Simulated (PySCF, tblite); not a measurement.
# C₆H₈F₂+ (doublet): geometry, infrared bands and EPR parameters

Wanted: the infrared bands and EPR parameters of C₆H₈F₂+ (doublet) (`[CH2+][C](F)/C=C(\C)CF`), by calculation.

The runs use tblite 0.8.0 and PySCF 2.14.0, with density-fitted response routines of our own; the level of theory stands in each step. All values are computed, except where a source is named. Atoms are numbered from 0 throughout.

## 1. The molecule as given

16 atoms, charge 1, multiplicity 2; geometry from: force field or distance geometry start.

Bonds of the start (Å): C0–C1 1.45, C1–F2 1.34, C1–C3 1.44, C3–C4 1.34, C4–C5 1.51, C4–C6 1.50, C6–F7 1.37, C0–H8 1.08, C0–H9 1.07, C3–H10 1.10, C5–H11 1.09, C5–H12 1.08, C5–H13 1.09, C6–H14 1.09, C6–H15 1.11.

## 2. Optimising the geometry with GFN2-xTB

Job settings and geometry (Å):

```
{"job": {"kind": "relax", "xc": "GFN2-xTB", "basis": "xTB"}, "charge": 1, "multiplicity": 2}
C      3.035400    -0.340900     0.217600
C      1.716900     0.144400    -0.138300
F      1.714400     1.195700    -0.961200
C      0.464200    -0.464500     0.225100
C     -0.788400    -0.022000     0.026600
C     -1.159400     1.289000    -0.625300
C     -1.984400    -0.834200     0.434500
F     -1.617500    -2.018300     1.008400
H      3.151800    -1.214300     0.846500
H      3.888600     0.157100    -0.195500
H      0.578300    -1.434000     0.735800
H     -0.326300     1.988900    -0.693800
H     -1.555300     1.119100    -1.618700
H     -1.923800     1.793300    -0.035400
H     -2.616500    -1.058400    -0.425800
H     -2.585500    -0.292000     1.188100
```

Launch:

```bash
OMP_NUM_THREADS=1 python probes_run.py task.json out
```

The driver reads the jobs from task.json and runs them one after another.

**Question.** This job is followed by: GFN2-xTB harmonic vibrations, gas phase; UKS B3LYP, pcH-1 on C F H, non-relativistic, mean-field spin-orbit, GIAO. Predict these results of the whole session: strongest single infrared mode (GFN2-xTB); zero-point energy (GFN2-xTB); g(iso) (B3LYP); ⟨S²⟩; largest a(iso) (averaged by class).

As calculated:

```
                                 quantity                     value
strongest single infrared mode (GFN2-xTB)     1089 cm⁻¹, 152 km/mol
             zero-point energy (GFN2-xTB)             75.1 kcal/mol
                           g(iso) (B3LYP)                   2.00284
                                     ⟨S²⟩        0.765 (exact 0.75)
       largest a(iso) (averaged by class)  1H on H14, H15, 57.9 MHz
```

In words: Relaxing lowered the energy by 0.369 eV in 94 steps; the close pair that moved most is C0–C1, from 1.449 to 1.365 Å. All 42 modes are real, so the xTB geometry is a minimum. The strongest single mode, at 1089 cm⁻¹, moves mainly C6 and F7. Unscaled tight-binding wavenumbers are off by several per cent, some by more. Its intensities can rank the bands wrongly. C0 carries the largest spin population, 0.57 e. The isotropic g lies 0.5 ppt above the free-electron value.
